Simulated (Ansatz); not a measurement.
**CH3AlF2O: how energies converge with the basis set**

An exercise on one series of results from a longer session: the logs are not shown, and one member is left open.

The runs use Ansatz 0.2.0, Gaussian basis; one geometry, several basis sets.

Levels to be run: PBE0-D4/def2-SVP; ωB97M-V/def2-SVP; PBE0-D4/def2-QZVPP; ωB97M-V/def2-QZVPP; the functionals' def2-TZVPP values are taken from earlier runs.

### Structure used throughout

The geometry comes from an earlier relaxation with PBE0-D4 in a triple-zeta def2 set; it is a stationary point, not always the lowest conformer.

SMILES `O[C](F)(F)[AlH2]`, 8 atoms, charge 0, spin multiplicity 1.

Atoms are counted from 1 here; the program's logs count them from 0.

Bond lengths: O1–C2 1.360 Å, O1–H6 0.969 Å, C2–F3 1.376 Å, C2–F4 1.377 Å, C2–Al5 2.021 Å, Al5–H7 1.579 Å, Al5–H8 1.579 Å. Angles: C2–O1–H6 109.4°, O1–C2–F3 109.2°, O1–C2–F4 109.2°, O1–C2–Al5 108.1°, F3–C2–F4 103.6°, F3–C2–Al5 113.3°, F4–C2–Al5 113.3°, C2–Al5–H7 117.9°, C2–Al5–H8 117.9°, H7–Al5–H8 124.3°.

The first run:

in.yaml reads:

```yaml
crystal:
  periodic: [false, false, false]
  atoms:
    - {symbol: O, position_ang: [-0.296307, 1.197512, 0.848137]}
    - {symbol: C, position_ang: [0.437224, 0.147772, 0.390062]}
    - {symbol: F, position_ang: [0.750332, -0.681011, 1.443520]}
    - {symbol: F, position_ang: [1.663715, 0.603458, -0.037644]}
    - {symbol: Al, position_ang: [-0.623252, -0.772807, -1.062785]}
    - {symbol: H, position_ang: [0.195380, 1.653864, 1.547917]}
    - {symbol: H, position_ang: [-0.432295, -0.269785, -2.547225]}
    - {symbol: H, position_ang: [-1.602596, -1.936102, -0.637683]}
basis:
  gaussian: {orbitals: def2-SVP}
hamiltonian: {xc: pbe0, dispersion: d4}
output: {orbitals: {seedname: orbitals}}
```

The run is started by

```sh
$ ansatz run in.yaml --threads 2 --pin off --events-out ev --progress --plain --max-ram 4352MiB
```

Steps of the session up to this table: PBE0-D4 in def2-SVP; ωB97M-V in def2-SVP; PBE0-D4 in def2-QZVPP; ωB97M-V in def2-QZVPP.

One of the session's tables, all rows but one given; the rest of the session is left out.

It belongs to the step «Functionals by basis». 

```
functional       basis  HOMO (eV)  LUMO (eV)
   PBE0-D4    def2-SVP      -8.32      -1.79
   PBE0-D4  def2-TZVPP      -8.47      -1.87
   PBE0-D4  def2-QZVPP      -8.51      -1.91
   ωB97M-V    def2-SVP     -10.56      -0.11
   ωB97M-V  def2-TZVPP          ?          ?
   ωB97M-V  def2-QZVPP     -10.80      -0.39
```

**Question.** Estimate the row for ωB97M-V, def2-TZVPP.

As computed: HOMO (eV): -10.75; LUMO (eV): -0.26. In the column «HOMO (eV)» it lies between ωB97M-V, def2-QZVPP (-10.80) and ωB97M-V, def2-SVP (-10.56).
